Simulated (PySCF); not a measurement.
# F3H2STa (Ta(H2S)F3): the cost of one run

Programs: PySCF 2.14.0, with routines of our own; each step states its level. All values are computed. Atoms count from 0.

### Step 1. The system as given

7 atoms, charge 0, states of the metal's open shell are computed; geometry from: model geometry, bond lengths from ionic radii.

### Step 2. Ligand-field states: state-averaged CASSCF

The job: settings as JSON, then the geometry in Å.

```
{"job": {"kind": "lf", "basis": {"metal": "x2c-TZVPall", "ligand": "x2c-SVPall"}, "nevpt": true}, "charge": 0, "metal": "Ta", "open_shell": "d2"}
Ta     0.000000     0.000000     0.000000
S      0.000000     0.000000     2.400000
H      0.880000     0.970000     2.700000
H      0.880000    -0.970000     2.700000
F      1.791351     0.000000    -0.633295
F     -0.895675     1.551355    -0.633295
F     -0.895675    -1.551355    -0.633295
```

Method: state-averaged CASSCF of the metal d shell, SC-NEVPT2 on the averaged canonical orbitals, state-interaction spin-orbit coupling.

On the command line:

```sh
OMP_NUM_THREADS=1 python lf_run.py task.json out
```

One launch serves the whole session: the jobs run in the order shown.

**Question.** How long does this first job take on 1 thread of Arm Neoverse N1, shared host, and how much memory does it need?

About 37 s, with a peak of 0.4 GiB.
